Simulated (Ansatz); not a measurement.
# C2H6OSi: the cost of one run

The runs use Ansatz 0.2.0, Gaussian basis; the settings change from run to run.

## Step 1: The relaxed structure

An earlier PBE0-D4 in a triple-zeta def2 set relaxation fixed the geometry.

SMILES `OC1C[SiH2]1`, 10 atoms, charge 0, spin multiplicity 1.

Atoms are counted from 1 here; the program's logs count them from 0.

Bond lengths: O1–C2 1.398 Å, O1–H5 0.963 Å, C2–C3 1.539 Å, C2–Si4 1.857 Å, C2–H6 1.092 Å, C3–Si4 1.856 Å, C3–H7 1.085 Å, C3–H8 1.087 Å, Si4–H9 1.478 Å, Si4–H10 1.476 Å. Angles: C2–O1–H5 108.0°, O1–C2–C3 117.9°, O1–C2–Si4 120.1°, O1–C2–H6 114.4°, C3–C2–Si4 65.5°, C3–C2–H6 113.5°, Si4–C2–H6 116.5°, C2–C3–Si4 65.5°, C2–C3–H7 117.6°, C2–C3–H8 114.2°, Si4–C3–H7 122.9°, Si4–C3–H8 114.8°, H7–C3–H8 113.4°, C2–Si4–C3 49.0°, C2–Si4–H9 119.3°, C2–Si4–H10 119.1°, C3–Si4–H9 120.3°, C3–Si4–H10 117.5° and more.

## Step 2: PBE0-DH/pcseg-2

Options: coordinates scaled by 1.05, density fitting with cc-pVTZ-jkfit.

The input, in.yaml:

```yaml
crystal:
  periodic: [false, false, false]
  atoms:
    - {symbol: O, position_ang: [-0.797215, 1.111468, -1.338968]}
    - {symbol: C, position_ang: [-0.610930, 0.478589, -0.027948]}
    - {symbol: C, position_ang: [-0.065676, -1.041786, 0.007963]}
    - {symbol: Si, position_ang: [1.179813, 0.278565, 0.716097]}
    - {symbol: H, position_ang: [-1.544724, 0.625974, -1.816265]}
    - {symbol: H, position_ang: [-1.456972, 0.678370, 0.719600]}
    - {symbol: H, position_ang: [-0.619981, -1.786526, 0.668720]}
    - {symbol: H, position_ang: [0.212787, -1.463168, -1.015800]}
    - {symbol: H, position_ang: [1.385525, 0.417784, 2.248490]}
    - {symbol: H, position_ang: [2.404731, 0.647180, -0.158844]}
basis:
  gaussian: {orbitals: pcseg-2, fitting: {mean_field: cc-pVTZ-jkfit}}
hamiltonian: {xc: {name: PBE0-DH}}
output: {forces: true}
```

The run is started by

```sh
> ansatz run in.yaml --threads 2 --pin off --events-out ev --progress --plain --max-ram 4352MiB
```

**Question.** How long does this run take on 2 threads of Intel Xeon 6975P-C, shared host, and how much memory does it need?

About 5 s, with a peak of 0.54 GiB.
